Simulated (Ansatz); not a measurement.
# Zr2SeS2: the cost of one run

Program: Ansatz 0.2.0. Level of theory: DFT PBE, scalar-relativistic, plane waves, PAW. These are calculated values, not measurements.

## Step 1: The starting structure

The structure is trigonal, space group P-3m1 (No. 164). Conventional cell: a = 4.519 Å, b = 4.519 Å, c = 7.435 Å, α = 90.00°, β = 90.00°, γ = 120.00°. Around Zr (site symmetry 3m) lie 4 S at 2.68 to 2.76 Å. Se (site symmetry -3m) has 6 S at 3.25 Å in its first shell of neighbours. S (site symmetry 3m) is surrounded by 4 Zr at 2.68 to 2.76 Å.

Coordinates:

```cif
data_structure
_symmetry_space_group_name_H-M 'P-3m1'
_symmetry_Int_Tables_number 164
_cell_length_a 4.5193
_cell_length_b 4.5193
_cell_length_c 7.4346
_cell_angle_alpha 90.000
_cell_angle_beta 90.000
_cell_angle_gamma 120.000
_cell_volume 131.50
loop_
_atom_site_label
_atom_site_type_symbol
_atom_site_symmetry_multiplicity
_atom_site_Wyckoff_symbol
_atom_site_fract_x
_atom_site_fract_y
_atom_site_fract_z
_atom_site_occupancy
Zr1 Zr 2 d 0.33333 0.66667 0.62000 1
Se1 Se 1 a 0.00000 0.00000 0.00000 1
S1 S 2 d 0.33333 0.66667 0.26000 1
```

The cell is invented: species swapped into a database cell of YbMn2Sb2 (P-3m1, No. 164), with Se on the Yb sites, Zr on the Mn sites and S on the Sb sites. Lengths come from tabulated atomic sizes and are only a guess.

## Step 2: Probe: one point on a coarse mesh

input.yaml

```yaml
crystal:
  lattice:
    - [4.51931656, 0.0, 0.0]
    - [-2.25965828, 3.91384295, 0.0]
    - [0.0, 0.0, 7.43458361]
  atoms:
    - { symbol: Zr, position: [0.33333333, 0.66666667, 0.62] }
    - { symbol: Zr, position: [0.66666667, 0.33333333, 0.38] }
    - { symbol: Se, position: [0.0, 0.0, 0.0] }
    - { symbol: S, position: [0.33333333, 0.66666667, 0.25999999] }
    - { symbol: S, position: [0.66666667, 0.33333333, 0.74000001] }
basis:
  ecutwfc: 420
kpoints:
  mp_grid: { grid: [6, 6, 4] }
hamiltonian:
  xc: pbe
scf:
  occupations: { method: gaussian, width: 0.1 }
  lower_state_search: "off"
output:
  forces: true
  stress: true
  eigenvalues: true
```

Command:

```
> ansatz run input.yaml --threads 1 --pin off --max-ram 2560MiB --backend cpu --events-out ev --progress --plain --runs-dir out
```

**Question.** How long does this run take on 1 thread of Intel Xeon at 2.50GHz (Skylake/Cascade Lake), shared host, and how much memory does it need?

About 9.9 s, with a peak of 0.44 GiB.
